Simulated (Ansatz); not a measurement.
TiN, space group Fm-3m, a phonon calculation by linear response

Computed with the Python package of Ansatz (0.2.0).

Contents of `tin.extxyz`:
```text
2
Lattice="0.0 2.119 2.119 2.119 0.0 2.119 2.119 2.119 0.0" Properties=species:S:1:pos:R:3 pbc="T T T"
Ti    0.00000000    0.00000000    0.00000000
N     2.11900000    2.11900000    2.11900000
```

The script, `tin_dfpt.py`:
```python
"""Zone-centre and zone-boundary phonons of TiN by linear response."""

from pathlib import Path
import warnings

import ansatz
import numpy as np

XC = "pbesol"
ECUT = 550
OCCUPATIONS = "Fermi-Dirac"
SMEARING_WIDTH = 0.15
MESH = (12, 12, 12)

warnings.simplefilter("ignore", ansatz.DeckWarning)

system = ansatz.Crystal.from_extxyz("tin.extxyz")

calculation = (
    system.calculation()
    .functional(XC)
    .basis(ECUT)
    .occupations(OCCUPATIONS, width=SMEARING_WIDTH)
    .kpoints(*MESH)
    .phonons("dfpt", points=[(0, 0, 0), (0.5, 0, 0.5)])
)
res = calculation.run(threads=1, backend="cpu", runs_dir="runs")
ph = res.phonons

for q in ph.qpoints:
    thz = np.asarray(q.omega_inv_cm) / 33.35641
    print("q = ({:.2f}, {:.2f}, {:.2f})".format(*q.q_frac), np.round(thz, 2) + 0.0, "THz")
```

```console
$ python tin_dfpt.py
q = (0.00, 0.00, 0.00) [ 0.    0.    0.   15.14 15.14 15.14] THz
q = (0.50, 0.00, 0.50) [ 7.69  7.69  8.86 15.5  15.5  16.18] THz
```

Spin is left out of this run. The cell isn't relaxed first, so the values belong to this volume. For a metal this k-point mesh is coarse: on a finer one energies can move by several to tens of meV an atom and pressures by half a GPa or more, differences at one mesh by less. The structure is a deposited one; some such entries were measured under pressure or heat, so a shift against it needn't be the functional's error alone. The structure is taken as given; imaginary modes can come from an unrelaxed or unstable start. Phonons of metals also depend on mesh and smearing. The whole script took 53 s on 1 thread of Arm Neoverse V1, on a shared host, peak memory 0.73 GiB.
